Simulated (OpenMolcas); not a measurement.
# One shape, several levels: CH3NOSi (SMILES N#CO[SiH3])

Wanted: a comparison of 6 runs (HF/def2-SVP, PBE0/6-31G, B3LYP/6-31G*, PBE/cc-pVDZ, PBE0/def2-SVP, B2PLYP/aug-cc-pVDZ) of CH3NOSi. 

Program for the calculation: OpenMolcas 26.06.

3 further runs of the same task are left out: 1 that didn't finish, 2 set aside as unsound or not needed.

### Step 1. The system as given

The species is CH3NOSi (7 atoms), meant as a singlet with charge 0. SMILES: `N#CO[SiH3]`. The coordinates come from a GFN2-xTB relaxation.

Bond lengths: N1–C2 1.144 Å, C2–O3 1.253 Å, O3–Si4 1.652 Å, Si4–H5 1.453 Å, Si4–H6 1.459 Å, Si4–H7 1.459 Å. Angles: N1–C2–O3 178.1°, C2–O3–Si4 138.6°, O3–Si4–H5 98.2°, O3–Si4–H6 108.2°, O3–Si4–H7 108.1°, H5–Si4–H6 114.8°, H5–Si4–H7 114.8°, H6–Si4–H7 111.5°.

### Step 2. Energy and gradient at HF/def2-SVP (run 1)

Input file mol.input:

```
&GATEWAY
 BasLib=$CurrDir
 BasisSet
 N.def2-SVP....
 N1 1.936920 -1.403540 1.477830 angstrom
 End of Basis
 BasisSet
 C.def2-SVP....
 C2 1.068120 -1.083140 0.806180 angstrom
 End of Basis
 BasisSet
 O.def2-SVP....
 O3 0.109110 -0.772060 0.062620 angstrom
 End of Basis
 BasisSet
 Si.def2-SVP....
 Si4 -0.640690 0.593960 -0.484840 angstrom
 End of Basis
 BasisSet
 H.def2-SVP....
 H5 -1.653200 -0.042650 -1.310350 angstrom
 H6 -1.160740 1.321730 0.668060 angstrom
 H7 0.340490 1.385700 -1.219500 angstrom
 End of Basis

&SEWARD

&SCF
 Thresholds=1e-10 1e-07 1e-07 1e-05
 PrOrbitals=1 2

&ALASKA
```

The basis set def2-SVP is read from a file made from the Basis Set Exchange's data (not shown).

The run is started by

```
$ export MOLCAS_MEM=1860
$ pymolcas mol.input > mol.log
```

Log:

```text
--- Start Module: gateway ---
[...]
--- Stop Module: gateway /rc=_RC_ALL_IS_WELL_ ---
[...]
      Basis functions           75
[...]
--- Start Module: scf ---
[...]
       Convergence after  14 Iterations
[...]
::    Total SCF energy                               -457.6342073554
[...]
      Total spin, S                                     0.0000000000
[...]
      Total electronic charge=   38.000000
      Total            charge=   -0.000000
[...]
      Dipole Moment (debye):
      Origin of the operator (angstrom)=    0.2914   -0.3520    0.2182
                   X= -3.3848E+00               Y=  2.8387E+00               Z= -2.5686E+00           Total=  5.1101E+00
      Quadrupole Moment (debye*angstrom):
[...]
--- Stop Module: scf /rc=_RC_ALL_IS_WELL_ ---
[...]
--- Start Module: alaska ---
[...]
 *              Molecular gradients               *
 **************************************************
  Irreducible representation: a
 ------------------------------------------------------------------------------------------
                              X                       Y                       Z
 ------------------------------------------------------------------------------------------
  N1                1.83083349755933E-02   -8.19655195226776E-03    1.40664951459044E-02
  C2               -3.13117428435743E-02    1.20241015657802E-02   -2.41407404878897E-02
  O3               -4.72904122590379E-03    1.99912072256625E-02   -3.27490400100494E-03
  SI4               7.81479355612102E-03   -8.52553118775923E-03    5.97867471183200E-03
  H5                7.97277757637271E-03   -6.41976213602446E-03    6.13667820463304E-03
  H6                3.53895599256560E-03   -4.28829233993611E-03   -2.69255987034001E-03
  H7               -1.59407803125022E-03   -4.58517117541968E-03    3.92635629691540E-03
 ------------------------------------------------------------------------------------------
--- Stop Module: alaska /rc=_RC_ALL_IS_WELL_ ---
[...]
```

Run time: 4.8 s. Hardware: 1 thread of Arm Neoverse V2, shared host; peak memory 0.43 GiB.

### Step 3. Energy and gradient at PBE0/6-31G (run 2)

Input file job.input:

```
* CH3NOSi Kohn-Sham DFT
>>> EXPORT MOLCAS_PRINT=2

&GATEWAY
 BasLib
 $CurrDir
 Coord
 7
 angstrom
 N        1.936920      -1.403540       1.477830
 C        1.068120      -1.083140       0.806180
 O        0.109110      -0.772060       0.062620
 Si      -0.640690       0.593960      -0.484840
 H       -1.653200      -0.042650      -1.310350
 H       -1.160740       1.321730       0.668060
 H        0.340490       1.385700      -1.219500
 Basis
 6-31G
 Group
 NoSym

&SEWARD
 GridInput
 Grid=UltraFine
 End of Grid

&SCF
 KSDFT
 PBE0
 Thresholds
 1e-10 1e-07 1e-07 1e-05
 PrOrbitals
 0

&ALASKA
```

The basis set 6-31G is read from a file made from the Basis Set Exchange's data (not shown).

The run is started by

```
$ export MOLCAS_MEM=1860
$ pymolcas job.input > job.log
```

Log:

```text
--- Start Module: gateway ---
[...]
--- Stop Module: gateway /rc=_RC_ALL_IS_WELL_ ---
[...]
      Basis functions           46
[...]
--- Start Module: scf ---
[...]
       Convergence after  15 Iterations
[...]
::    Total KS-DFT energy                            -458.9096163848
[...]
      Total spin, S                                     0.0000000000
[...]
      Total electronic charge=   38.000000
      Total            charge=   -0.000000
[...]
      Dipole Moment (debye):
      Origin of the operator (angstrom)=    0.2914   -0.3520    0.2182
                   X= -3.3581E+00               Y=  3.2395E+00               Z= -2.5361E+00           Total=  5.3107E+00
      Quadrupole Moment (debye*angstrom):
[...]
--- Stop Module: scf /rc=_RC_ALL_IS_WELL_ ---
[...]
--- Start Module: alaska ---
[...]
 *              Molecular gradients               *
 **************************************************
  Irreducible representation: a
 ------------------------------------------------------------------------------------------
                              X                       Y                       Z
 ------------------------------------------------------------------------------------------
  N1               -6.02570170391630E-02    2.27304091539553E-02   -4.65973407393268E-02
  C2                2.38221914031169E-02   -8.09459715482786E-03    1.84426785749947E-02
  O3                1.14887918435436E-03    3.65651150863098E-02    1.87476559492072E-03
  SI4               2.33469965393205E-02   -3.09701137995546E-02    1.74743722696142E-02
  H5                1.32924425713581E-02   -1.52080431032120E-03    1.05252232971123E-02
  H6                6.76342713430955E-03   -9.00525579478284E-03   -1.02850344421834E-02
  H7               -8.11691979331242E-03   -9.70475318076547E-03    8.56533544487403E-03
 ------------------------------------------------------------------------------------------
--- Stop Module: alaska /rc=_RC_ALL_IS_WELL_ ---
[...]
```

It took 12 s on 1 thread of Arm Neoverse V2, shared host; peak memory 0.38 GiB.

Runs 3 to 5 aren't shown in full; the table further down has their settings and results.

### Step 4. A single-point energy at B2PLYP/aug-cc-pVDZ (run 6)

Input file calc.input:

```
* CH3NOSi Kohn-Sham DFT
&GATEWAY
BASLIB = $CurrDir
COORD
7
bohr
N      3.66024833    -2.65230620     2.79269396
C      2.01845427    -2.04683795     1.52345941
O      0.20618802    -1.45898195     0.11833465
Si    -1.21072863     1.12242173    -0.91621481
H     -3.12409523    -0.08059682    -2.47620263
H     -2.19348070     2.49770771     1.26245043
H      0.64343285     2.61859349    -2.30452101
BASIS = aug-cc-pVDZ
GROUP = NoSym
&SEWARD
GRIDINPUT
Grid=UltraFine
End of Grid
&SCF
KSDFT = B2PLYP_SCF
THRESHOLDS = 1e-10 1e-07 1e-07 1e-05
PRORBITALS = 1 1
&MBPT2
FROZEN = 8
```

The basis set aug-cc-pVDZ is read from a file made from the Basis Set Exchange's data (not shown).

The run is started by

```
$ export MOLCAS_MEM=1860
$ pymolcas calc.input > calc.log
```

Log:

```text
--- Start Module: gateway ---
[...]
--- Stop Module: gateway /rc=_RC_ALL_IS_WELL_ ---
[...]
      Basis functions          123
[...]
--- Start Module: scf ---
[...]
       Convergence after  14 Iterations
[...]
::    Total KS-DFT energy                            -458.9104387977
[...]
      Total spin, S                                     0.0000000000
[...]
      Total electronic charge=   38.000000
      Total            charge=   -0.000000
[...]
      Dipole Moment (debye):
      Origin of the operator (angstrom)=    0.2914   -0.3520    0.2182
                   X= -3.4503E+00               Y=  2.6650E+00               Z= -2.6254E+00           Total=  5.0891E+00
      Quadrupole Moment (debye*angstrom):
[...]
--- Stop Module: scf /rc=_RC_ALL_IS_WELL_ ---
[...]
--- Start Module: mbpt2 ---
[...]
 ###    WARNING: MP2 implementation intended for RHF references only         ###
 ###############################################################################
MBPT2 WARNING: Reference function according to RunFile:KS-DFT
I'll assume you know what you're doing and continue
WARNING!
Default frozen orbitals as non valence orbitals is overwritten by user input.
Default values:   5
[...]
       Reference weight ( Cref**2 )         =        0.75729
::    Total MBPT2 energy                             -459.6300637101
[...]
      Total MBPT2 calculations                           0.75      0.83
--- Stop Module: mbpt2 /rc=_RC_ALL_IS_WELL_ ---
[...]
```

It took 52 s on 1 thread of Arm Neoverse V2, shared host; peak memory 0.8 GiB.

### Step 5. Overview of the runs

| run | level | integration grid | Cartesian functions | energy (Eh) | dipole moment (D) | HOMO energy (eV) | LUMO energy (eV) | wall time |
| --- | --- | --- | --- | --- | --- | --- | --- | --- |
| 1 | HF/def2-SVP | – | no | -457.634207 | 5.11 | -12.02 | 2.84 | 4.8 s |
| 2 | PBE0/6-31G | UltraFine | no | -458.909616 | 5.31 | -8.45 | -0.77 | 12 s |
| 3 | B3LYP/6-31G* (Cartesian functions) | UltraFine | yes | -459.357981 | 4.90 | -8.11 | -0.86 | 20 s |
| 4 | PBE/cc-pVDZ | UltraFine | no | -459.011911 | 4.71 | -6.98 | -1.49 | 26 s |
| 5 | PBE0/def2-SVP | UltraFine | no | -458.822789 | 4.88 | -8.59 | -0.55 | 20 s |
| 6 | B2PLYP/aug-cc-pVDZ | UltraFine | no | -459.104738 | 5.09 | -9.92 | -0.15 | 52 s |

### Step 6. Summary of results

| quantity | value |
| --- | --- |
| run 6: total energy | -459.10474 Eh |
| run 6: dipole moment (SCF part) | 5.09 D |
| run 6: HOMO energy (SCF part's orbitals) | -9.92 eV |
| run 6: LUMO energy (SCF part's orbitals) | -0.15 eV |
| run 6: HOMO–LUMO gap (SCF part's orbitals) | 9.78 eV |

The dipole moment (its size) runs from 4.71 D (PBE/cc-pVDZ) to 5.31 D (PBE0/6-31G). The two ends differ in method and basis. The HOMO–LUMO gap runs from 5.49 eV (PBE/cc-pVDZ) to 14.86 eV (HF/def2-SVP). For B2PLYP the log adds the whole second-order term; the table takes 0.27 of it, as the functional is defined. Totals of different functionals can't be ranked against each other. All runs together took 2.3 min, the longest 52 s.
